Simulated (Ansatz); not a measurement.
# CaGe4N: the cost of one run

Program: Ansatz 0.2.0. Level of theory: DFT PBE, scalar-relativistic, plane waves, PAW. These are calculated values, not measurements.

### 1 The system as given

It takes space group P4/mmm (No. 123, tetragonal). The conventional cell has a = 2.988 Å, b = 2.988 Å, c = 11.258 Å, α = 90.00°, β = 90.00°, γ = 90.00°. Around Ca (site symmetry 4/mmm) lie 8 Ge at 2.61 Å and 4 Ca at 2.99 Å. Ge (site symmetry 4mm) is surrounded by 1 Ge at 2.58 Å and 4 N at 2.61 Å. Ge (site symmetry 4mm) is surrounded by 1 Ge at 2.58 Å and 4 Ca at 2.61 Å. Around N (site symmetry 4/mmm) lie 8 Ge at 2.61 Å.

Coordinates:

```
Ca Ge N
1.0
     2.98759    0.00000    0.00000
     0.00000    2.98759    0.00000
     0.00000    0.00000   11.25818
Ca Ge N
1 4 1
Direct
  0.00000 0.00000 0.00000
  0.50000 0.50000 0.36453
  0.50000 0.50000 0.86434
  0.50000 0.50000 0.13566
  0.50000 0.50000 0.63547
  0.00000 0.00000 0.50000
```

A structure generator made this guess: species swapped into a database cell of MnFeSi4 (P4/mmm, No. 123), with N on the Mn sites, Ca on the Fe sites and Ge on the Si sites. The dimensions are guesses.

### 2 Probe: one point on a coarse mesh

File input.yaml:

```yaml
crystal:
  lattice:
    - [2.9875937, 0.0, 0.0]
    - [0.0, 2.9875937, 0.0]
    - [0.0, 0.0, 11.25818332]
  atoms:
    - { symbol: Ca, position: [0.0, 0.0, 0.0] }
    - { symbol: Ge, position: [0.5, 0.5, 0.364526] }
    - { symbol: Ge, position: [0.5, 0.5, 0.86433899] }
    - { symbol: Ge, position: [0.5, 0.5, 0.13566101] }
    - { symbol: Ge, position: [0.5, 0.5, 0.635474] }
    - { symbol: "N", position: [0.0, 0.0, 0.5] }
basis:
  ecutwfc: 420
kpoints:
  mp_grid: { grid: [6, 6, 2] }
hamiltonian:
  xc: pbe
scf:
  occupations: { method: gaussian, width: 0.1 }
  lower_state_search: "off"
output:
  forces: true
  stress: true
  eigenvalues: true
```

On the command line:

```console
$ ansatz run input.yaml --threads 1 --pin off --max-ram 2560MiB --backend cpu --events-out ev --progress --plain --runs-dir out
```

**Question.** How long does this run take on 1 thread of Intel Xeon at 2.50GHz (Skylake/Cascade Lake), shared host, and how much memory does it need?

About 8.5 s, with a peak of 0.41 GiB.
